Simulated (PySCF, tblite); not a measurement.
# C₅H₈N₂SeSi: geometry, infrared bands and NMR shifts

Wanted: the infrared bands and NMR shifts of C₅H₈N₂SeSi (`C=Cc1cc([Se][SiH3])n[nH]1`), by calculation.

The runs use tblite 0.8.0 and PySCF 2.14.0, with density-fitted response routines of our own; the level of theory stands in each step. All values are computed, except where a source is named. Atoms count from 0, in the outputs and in this text.

**1. Starting geometry**

17 atoms, charge 0, multiplicity 1; geometry from: force field or distance geometry start.

Bonds of the start (Å): C0–C1 1.31, C1–C2 1.48, C2–C3 1.38, C3–C4 1.37, C4–Se5 1.91, Se5–Si6 2.29, C4–N7 1.34, N7–N8 1.34, N8–C2 1.35, C0–H9 1.08, C0–H10 1.10, C1–H11 1.09, C3–H12 1.09, Si6–H13 1.48, Si6–H14 1.48, Si6–H15 1.49, N8–H16 1.04.

**2. Geometry optimisation with GFN2-xTB**

The job: settings as JSON, then the geometry in Å.

```
{"job": {"kind": "relax", "xc": "GFN2-xTB", "basis": "xTB"}, "charge": 0, "multiplicity": 1}
C     -3.548000     0.194500    -0.063000
C     -2.407700     0.291200     0.572300
C     -1.221400    -0.275300    -0.097600
C      0.075100    -0.275900     0.387100
C      0.893200    -0.894700    -0.526300
Se     2.775500    -1.218400    -0.453200
Si     3.946800     0.711800    -0.069900
N      0.106400    -1.232700    -1.555300
N     -1.154700    -0.872300    -1.302100
H     -4.495800     0.556800     0.312500
H     -3.590900    -0.280300    -1.056400
H     -2.316900     0.739000     1.557800
H      0.392700     0.117700     1.357400
H      3.979400     1.580600    -1.266500
H      5.320100     0.454500     0.411900
H      3.175800     1.457800     0.963100
H     -1.936700    -1.042200    -1.973400
```

Command:

```bash
$ OMP_NUM_THREADS=1 python probes_run.py task.json out
```

One launch serves the whole session: the jobs run in the order shown.

**Question.** This job is followed by: GFN2-xTB harmonic vibrations, gas phase; GIAO PBE0/pcSseg-1 NMR shielding, non-relativistic, gas phase. Predict these results of the whole session: strongest single infrared mode (GFN2-xTB); zero-point energy (GFN2-xTB); ¹³C shifts against TMS (PBE0/pcSseg-1); ¹H shifts against TMS (PBE0/pcSseg-1, means over atoms taken as alike); ⁷⁷Se shifts against Me2Se (PBE0/pcSseg-1); ²⁹Si shifts against TMS (PBE0/pcSseg-1); ¹⁵N shifts against NH3 (PBE0/pcSseg-1).

As calculated:

```
                                                              quantity                                   value
                             strongest single infrared mode (GFN2-xTB)                    755 cm⁻¹, 453 km/mol
                                          zero-point energy (GFN2-xTB)                           72.5 kcal/mol
                                ¹³C shifts against TMS (PBE0/pcSseg-1)   151.1, 145.8, 132.1, 116.0, 113.8 ppm
¹H shifts against TMS (PBE0/pcSseg-1, means over atoms taken as alike)  9.88, 6.81, 6.15, 5.73, 5.50, 4.78 ppm
                             ⁷⁷Se shifts against Me2Se (PBE0/pcSseg-1)                                -207 ppm
                               ²⁹Si shifts against TMS (PBE0/pcSseg-1)                               -62.5 ppm
                                ¹⁵N shifts against NH3 (PBE0/pcSseg-1)                        341.0, 214.0 ppm
```

In words: Relaxing lowered the energy by 0.535 eV in 168 steps; the close pair that moved most is N8–H16, from 1.045 to 1.007 Å. No mode is imaginary among the 45: a minimum at this level. The strongest single mode, at 755 cm⁻¹, moves mainly H14 and H15. Unscaled tight-binding wavenumbers are off by several per cent, some by more. Its intensities can rank the bands wrongly. At PBE0/pcSseg-1: The largest span, 1150 ppm, is at Se5, where the paramagnetic term is -1033 ppm. NICS(1)zz of -26 ppm above the planar ring from C2 marks a diatropic (aromatic) ring current. Spin-orbit coupling is left out, which matters for shieldings and couplings at and beside the heavy atoms.
